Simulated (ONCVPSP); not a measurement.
# Pseudopotential generation for C: ONCV, PBE

Task: generate the file, and judge it by its errors in other configurations, its logarithmic derivatives, its ghosts and its cutoff.

The numbers are computed with ONCVPSP 4.0.1.1 (patched build) (PBE, scalar-relativistic, spin-unpolarised reference atom).

### 1 Settings

The settings as typed:

```
element                 : carbon (C, Z = 6)
type                    : optimised norm-conserving Vanderbilt (ONCV)
frozen core             : [He]
valence charge          : 4
reference configuration : 2s1.5 2p2.5
partial waves           : 2s: rc 0.85 bohr, ncon 4, nbas 9, qcut 6.1 1/bohr, local; 2p: rc 3.10 bohr, ncon 4, nbas 8, qcut 3.4 1/bohr, 2 projectors, debl 2.6 Ha
local potential         : the s channel
core correction         : not asked for
```

### 2 Generation

C.dat reads:

```
# ATOM AND REFERENCE CONFIGURATION
# atsym  z   nc   nv     iexc    psfile
  C 6.00    1    2        4      upf
#
#   n    l    f
    1    0    2.00
    2    0    1.50
    2    1    2.50
#
# PSEUDOPOTENTIAL AND OPTIMIZATION
# lmax
    1
#
#   l,   rc,      ep,       ncon, nbas, qcut
    0    0.85    0.00    4    9    6.10
    1    3.10    0.00    4    8    3.40
#
# LOCAL POTENTIAL
# lloc, lpopt,  rc(5),   dvloc0
    0    5    0.85    0.00
#
# VANDERBILT-KLEINMAN-BYLANDER PROJECTORs
# l, nproj, debl
    0    0    1.60
    1    2    2.60
#
# MODEL CORE CHARGE
# icmod, fcfact, rcfact
    0    0.00    0.00
#
# LOG DERIVATIVE ANALYSIS
# epsh1, epsh2, depsh
   -2.00    5.00    0.02
#
# OUTPUT GRID
# rlmax, drl
    6.00    0.01
#
# TEST CONFIGURATIONS
# ncnf
    4
# nvcnf
#   n    l    f
    2
    2    0    2.00
    2    1    2.00
#
    2
    2    0    2.00
    2    1    1.00
#
    2
    2    0    2.00
    2    1    0.00
#
    2
    2    0    0.00
    2    1    4.00
#
```

Run with:

```bash
$ oncvpsp.x < C.dat > C.out
```

What does the calculation give? Wanted: cutoffs for 1 and 0.1 mHa per electron, occupied waves; bound ghosts; GHOST(+) flags; largest test error; largest phase difference near zero energy, channels read.

As calculated:

```
                                                quantity                   value
  cutoffs for 1 and 0.1 mHa per electron, occupied waves        20 Ha and 120 Ha
                                            bound ghosts              none found
                                          GHOST(+) flags      none at low energy
                            largest test error (AE − PS)  +2539 meV, for 2s2 2p0
largest phase difference near zero energy, channels read               0.386 rad
```

What this shows: By total energies transferability is poor: the largest error is 2539 meV on 30.8 eV, for 2s2 2p0. The potential is of middling hardness: the looser tolerance needs 20 Ha. The tighter tolerance needs 120 Ha, and converged work needs a cutoff nearer that. At the looser tolerance the 2s wave is the slowest; 2p needs 5 Ha. It is free of bound ghosts as far as tested. Of the channels read, p scatters worst near zero energy, by up to 0.39 rad.
